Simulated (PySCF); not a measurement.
**LiAs⁻: spin, charge, geometry and surroundings**

One physical setting of the base script is moved in each run, with the edits that it forces.

Method: method and basis as typed in the scripts; program: PySCF 2.14.0.

3 further runs of the same task are left out: 3 that didn't finish.

## Step 1: The starting structure

LiAs⁻: 2 atoms, charge -1, spin multiplicity 2.

Bond lengths: Li1–As2 2.304 Å.

## Step 2: The base run

Input file input.py:

```python
from pyscf import gto, scf, cc

mol = gto.M(
    atom='Li 0 0 0; As 0 0 2.304',
    basis='cc-pvdz',
    charge=-1,
    spin=1,
    verbose=3,
)
mf = scf.UHF(mol)
mf.kernel()
mycc = cc.CCSD(mf, frozen=9)
mycc.kernel()
mf.dip_moment()
print('orbital energies (hartree):', [e[max(0, n-3):n+3].round(4) for e, n in zip(mf.mo_energy, mol.nelec)])
```

The run is started by

```
python input.py
```

Its log is not repeated here.

Base result: E(SCF) = -2241.588065 Eh, E(CCSD) − E(SCF) = -0.14089 Eh, ⟨S²⟩ = 0.856.

The bond length is a typed value, not an optimised one. The dipole of an ion depends on the origin.

## Step 3: Quartet

Variant 1 changes spin (2S): 1 → 3.

Input file input.py:

```python
from pyscf import gto, scf, cc

mol = gto.M(
    atom='Li 0 0 0; As 0 0 2.304',
    basis='cc-pvdz',
    charge=-1,
    spin=3,
    verbose=3,
)
mf = scf.UHF(mol)
mf.kernel()
mycc = cc.CCSD(mf, frozen=9)
mycc.kernel()
mf.dip_moment()
print('orbital energies (hartree):', [e[max(0, n-3):n+3].round(4) for e, n in zip(mf.mo_energy, mol.nelec)])
```

The run is started by

```
python input.py
```

## Step 4: Bond 2.58 Å

Variant 2 changes bond length: 2.304 Å → 2.58 Å.

input.py: that of step 2 with these lines changed.

```diff
@@ -3,3 +3,3 @@
 mol = gto.M(
-    atom='Li 0 0 0; As 0 0 2.304',
+    atom='Li 0 0 0; As 0 0 2.58',
     basis='cc-pvdz',
```

## Step 5: Bond 2.373 Å

Variant 3 changes bond length: 2.304 Å → 2.373 Å.

input.py: that of step 2 with these lines changed.

```diff
@@ -3,3 +3,3 @@
 mol = gto.M(
-    atom='Li 0 0 0; As 0 0 2.304',
+    atom='Li 0 0 0; As 0 0 2.373',
     basis='cc-pvdz',
```

**Question.** What will these runs give? Wanted: for each run, E(SCF); from base; gap, α spin; after the SCF.

**Answer**, as computed:

```csv
run,E(SCF) (hartree),from base (eV),"gap, α spin (eV)",after the SCF
base,-2241.588065,0,4.90,"CCSD correlation -3.834 eV, core frozen"
quartet,-2241.626675,-1.0506,4.86,"CCSD correlation -2.953 eV, core frozen"
bond 2.58 Å,-2241.584005,+0.1105,4.73,"CCSD correlation -3.886 eV, core frozen"
bond 2.373 Å,-2241.588125,-0.0016,4.85,"CCSD correlation -3.848 eV, core frozen"
```

**Reading.** The largest comparable shift of the SCF energy, -1.051 eV, comes with the run “quartet”. The quartet solution found lies 1.05 eV below the base doublet at this geometry and level, so the base is not the lowest spin state.
